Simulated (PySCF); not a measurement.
# [Nd(BH4)2]+: other functionals and bases at one geometry

Aim: see how levels, charges and forces of [Nd(BH4)2]+ depend on the level of theory. The species was built from a template and needn't be a known compound.

Computed with PySCF 2.14.0. Level: several levels, as the steps say, no spin–orbit coupling.

3 further runs of the same task are left out: 2 for a known fault of the program, 1 set aside as unsound or not needed.

## (1) Starting geometry

11 atoms, charge 1, spin multiplicity 1.

Bond lengths: Nd1–B2 2.500 Å, Nd1–H4 2.279 Å, Nd1–H5 2.279 Å, Nd1–H6 2.279 Å, Nd1–B7 2.500 Å, Nd1–H9 2.279 Å, Nd1–H10 2.279 Å, Nd1–H11 2.279 Å, B2–H3 1.197 Å, B2–H4 1.267 Å, B2–H5 1.267 Å, B2–H6 1.267 Å, B7–H8 1.197 Å, B7–H9 1.267 Å, B7–H10 1.267 Å, B7–H11 1.267 Å. Angles: B2–Nd1–H4 30.3°, B2–Nd1–H5 30.3°, B2–Nd1–H6 30.3°, B2–Nd1–B7 180.0°, B2–Nd1–H9 149.7°, B2–Nd1–H10 149.7°, B2–Nd1–H11 149.7°, H4–Nd1–H5 51.8°, H4–Nd1–H6 51.8°, H4–Nd1–B7 149.7°, H4–Nd1–H9 119.4°, H4–Nd1–H10 150.8°, H4–Nd1–H11 150.8°, H5–Nd1–H6 51.8°, H5–Nd1–B7 149.7°, H5–Nd1–H9 150.8°, H5–Nd1–H10 150.8°, H5–Nd1–H11 119.4° and more.

Coordinates:

```
Nd    0.00000    0.00000    0.00000
B     0.00000    0.00000    2.49980
H     0.00000    0.00000    3.69636
H     1.14970    0.00048    1.96718
H    -0.57527    0.99543    1.96718
H    -0.57443   -0.99591    1.96718
B     0.00000    0.00000   -2.49980
H     0.00000    0.00000   -3.69636
H     1.14970   -0.00048   -1.96718
H    -0.57527   -0.99543   -1.96718
H    -0.57443    0.99591   -1.96718
```

Formal oxidation states: Nd +3. Each metal's 3 4f electrons lie in its core potential, so multiplicities, spins and levels count the valence alone. An earlier session relaxed this geometry at r2SCAN, Nd lcecp-1-SVP with ECP49, B def2-SVP, H def2-SVP (singlet, point group D3h).

At r2SCAN on the finer grid: E = -88.121093 Eh, HOMO -12.61 eV, LUMO -8.39 eV, Mulliken charge on Nd1 +1.15 e, largest force component 0.010 eV/Å. 

Levels to run: TPSSh; BP86; BLYP; B3LYP; r2SCAN, TZVP. Hardware: 2 threads of Arm Neoverse N1, shared host.

## (2) TPSSh

run.py (the lines that set the calculation)

```python
mol = gto.M(atom='''
Nd     0.00000     0.00000     0.00000
B      0.00000     0.00000     2.49980
H      0.00000     0.00000     3.69636
H      1.14970     0.00048     1.96718
H     -0.57527     0.99543     1.96718
H     -0.57443    -0.99591     1.96718
B      0.00000     0.00000    -2.49980
H      0.00000     0.00000    -3.69636
H      1.14970    -0.00048    -1.96718
H     -0.57527    -0.99543    -1.96718
H     -0.57443     0.99591    -1.96718''',
    basis={'Nd': 'lcecp-1-SVP', 'B': 'def2-SVP', 'H': 'def2-SVP'},
    ecp={'Nd': 'lcecp-1-SVP'},
    charge=1, spin=0)
mf = dft.RKS(mol, xc='TPSSH')
mf.grids.atom_grid = (75, 302)  # f atoms: unpruned, at least (60, 302)
mf = mf.density_fit()  # fitting sets: Nd AutoAux, B def2-universal-JKFIT, H def2-universal-JKFIT
mf.conv_tol = 1e-08; mf.max_cycle = 55
mf.kernel(dm0)  # dm0: the density of the relaxed state
```

Started as:

```sh
OMP_NUM_THREADS=2 python run.py
```

## (3) BP86

run.py (the lines that set the calculation), as its differences from that of step 2:

```diff
@@ -15,3 +15,3 @@
     charge=1, spin=0)
-mf = dft.RKS(mol, xc='TPSSH')
+mf = dft.RKS(mol, xc='B88,P86')
 mf.grids.atom_grid = (75, 302)  # f atoms: unpruned, at least (60, 302)
```

## (4) BLYP

run.py (the lines that set the calculation), as its differences from that of step 3:

```diff
@@ -15,3 +15,3 @@
     charge=1, spin=0)
-mf = dft.RKS(mol, xc='B88,P86')
+mf = dft.RKS(mol, xc='BLYP')
 mf.grids.atom_grid = (75, 302)  # f atoms: unpruned, at least (60, 302)
```

## (5) B3LYP

run.py (the lines that set the calculation), as its differences from that of step 4:

```diff
@@ -15,3 +15,3 @@
     charge=1, spin=0)
-mf = dft.RKS(mol, xc='BLYP')
+mf = dft.RKS(mol, xc='B3LYP')
 mf.grids.atom_grid = (75, 302)  # f atoms: unpruned, at least (60, 302)
```

## (6) r2SCAN, TZVP

Basis: Nd lcecp-1-TZVP with ECP49, B def2-TZVP, H def2-TZVP. 

run.py (the lines that set the calculation), as its differences from that of step 5:

```diff
@@ -12,6 +12,6 @@
 H     -0.57443     0.99591    -1.96718''',
-    basis={'Nd': 'lcecp-1-SVP', 'B': 'def2-SVP', 'H': 'def2-SVP'},
-    ecp={'Nd': 'lcecp-1-SVP'},
+    basis={'Nd': 'lcecp-1-TZVP', 'B': 'def2-TZVP', 'H': 'def2-TZVP'},
+    ecp={'Nd': 'lcecp-1-TZVP'},
     charge=1, spin=0)
-mf = dft.RKS(mol, xc='B3LYP')
+mf = dft.RKS(mol, xc='R2SCAN')
 mf.grids.atom_grid = (75, 302)  # f atoms: unpruned, at least (60, 302)
@@ -19,2 +19,2 @@
 mf.conv_tol = 1e-08; mf.max_cycle = 55
-mf.kernel(dm0)  # dm0: the density of the relaxed state
+mf.kernel(dm0)  # dm0: free metal ions and neutral atoms
```

Before running it: what results should come out? Wanted: for each run, HOMO; gap; charge on Nd1; dipole; largest force.

As calculated:

| level | state | HOMO (eV) | gap (eV) | charge on Nd1 (e) | dipole (D) | largest force (eV/Å) | basis functions | time |
| --- | --- | --- | --- | --- | --- | --- | --- | --- |
| r2SCAN (relaxed here) | singlet | -12.61 | 4.21 | 1.15 | 0.00 | 0.01 | 101 | 53 s |
| TPSSh | singlet | -13.07 | 4.74 | 1.16 | 0.00 | 0.09 | 101 | 13 s |
| BP86 | singlet | -12.37 | 3.60 | 0.96 | 0.00 | 0.20 | 101 | 8.9 s |
| BLYP | singlet | -12.16 | 3.27 | 0.84 | 0.00 | 0.21 | 101 | 8.3 s |
| B3LYP | singlet | -13.46 | 5.02 | 1.02 | 0.00 | 0.13 | 101 | 8.4 s |
| r2SCAN, TZVP | singlet | -12.63 | 4.29 | 1.35 | 0.00 | 0.34 | 157 | 32 s |

Times are on 2 threads of Arm Neoverse N1, shared host; the first row also made further properties. The dipole of a charged species depends on the origin, so these sizes hold for this origin alone.

In one basis the HOMO–LUMO gap runs from 3.27 eV (BLYP) to 5.02 eV (B3LYP). The largest leftover force, 0.34 eV/Å with r2SCAN, TZVP, stands at a geometry relaxed at another level. The Mulliken charge on Nd spans +0.84 to +1.35 e over the levels. With 4f in the core, its levels are missing from HOMO and gap. Total energies of different levels can't be compared. Spin–orbit coupling is left out throughout.
